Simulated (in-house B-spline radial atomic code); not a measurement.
# Dy⁵⁺: ionisation energy by several methods

One table from this session's results is given with a row withheld; the runs are named, their logs left out.

Method: Dirac-Coulomb, several functionals; spherical all-electron atom at the radial basis limit. Code: in-house B-spline radial atomic code version 1.

## Starting point

* element: dysprosium (Z = 66)
* charge: +5
* electrons: 61
* configuration: [Kr] 4d10 4f8 5s2 5p5
* nucleus: Fermi, rms radius 5.222 fm

The outer shells:

[Kr] 4d10 4f8 5s2 5p5
```
[Kr] core
4d [↑↓][↑↓][↑↓][↑↓][↑↓]
4f [↑↓][↑ ][↑ ][↑ ][↑ ][↑ ][↑ ]
5s [↑↓]
5p [↑↓][↑↓][↑ ]
```

The boxes only draw the filling; these runs are spin-restricted and spherical.

The first run:

Settings of the run:

```ini
Z = 66
electrons = 61.0
configuration = [Kr] 4d10 4f8 5s2 5p5
hamiltonian = dirac
method = b88,p86
spin_polarised = False
nucleus = fermi
rms_radius = 5.2218
mass_number = 164
atomic_mass = 163.929180819
speed_of_light = 137.035999084
```

Among the steps run: BP86, a GGA; PBE, a GGA; BLYP, a GGA; LDA (VWN5); AM05, a GGA; RPBE, a GGA.

One table of the session follows, with a row left open; its other results are not shown here.

```
    method  ΔSCF (eV)  with Breit, QED, recoil (eV)
LDA (VWN5)     92.669                        92.579
      BP86     92.472                        92.382
       PBE     92.321                        92.231
      BLYP          ?                             ?
      AM05     92.418                        92.328
      RPBE     92.254                        92.165
```

Estimate the missing values for BLYP.

As computed: ΔSCF (eV): 92.169; with Breit, QED, recoil (eV): 92.079. In the column «ΔSCF (eV)» it is the lowest.
